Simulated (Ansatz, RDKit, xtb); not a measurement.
**C4H5BF2O: which of the isomers drawn lies lowest?**

Which of a sample of isomers of C4H5BF2O is the most stable in the gas at 298.15 K, and what are its properties? The sample is small against all isomers, and the most stable one of this formula need not be in it.

Plan: many cheap relaxations first (GFN2-xTB), then density-functional screening, relaxation at r2SCAN-D4/def2-SVP, vibrations (at GFN2-xTB) and a final energy. The numbers are computed, not measured.

1 further run of the same task is left out (set aside as unsound or not needed).

## (1) Possible bonding patterns

Isomers were taken from a list of plausible structures; this is a sample, not all of them. That gives 12 candidates.

```
label                SMILES     spin
 c050      C/C=C(\C=O)B(F)F  singlet
 c106    C=C[C@H](C=O)B(F)F  singlet
 c158       CC1=C(B(F)F)CO1  singlet
 c180  O[C@@H]1C/C1=C\B(F)F  singlet
 c257           CC#CB(F)OCF  singlet
 c343    FB[C@@H]1C=C(F)CO1  singlet
 c377       O=C1CC(B(F)F)C1  singlet
 c402         FB(F)C1=CCCO1  singlet
 c772        C=CC(=O)CB(F)F  singlet
 c834      CC(=O)/C=C\B(F)F  singlet
 c888         FB(F)C1=CCOC1  singlet
 c931    COC1=C[C@@H]1B(F)F  singlet
```

Candidates are built by distance geometry, with a force field where one applies, in up to four conformers (letters a to d).

**Question.** With final energies at CCSD(T)/def2-SVP + MP2/def2-TZVPP - MP2/def2-SVP, which structure will this search put lowest in free energy, and by what margin?

| quantity | value |
| --- | --- |
| lowest structure found | CC1=[O+][B-](F)(F)C=C1, singlet |
| next finalist | C=CC(=O)CB(F)F, singlet, 9.6 kcal/mol higher in G |
| share at equilibrium, among the finalists | 100.0 % |

The search ends on `CC1=[O+][B-](F)(F)C=C1`. The margin of 9.6 kcal/mol over the next finalist is beyond the usual error of the last level; it says nothing of structures that weren't ranked. r2SCAN-D4/def2-SVP, r2SCAN-D4/def2-SVP, relaxed, HF/def2-SVP and MP2/def2-SVP already put its bonding pattern lowest among the structures in one piece; GFN2-xTB and HF/STO-3G favour the singlet FB(F)C1=CCCO1 (c402a, not a finalist). 2 minima inside the window were never screened. Lowest found is not proven lowest: the search is finite, and each finalist counts with one conformer. Only 12 drawn patterns were tried, so whole families of isomers are missing, and the result ranks this sample alone. The lowest isomer need not be the one that is made and kept in a bottle, which depends on barriers.
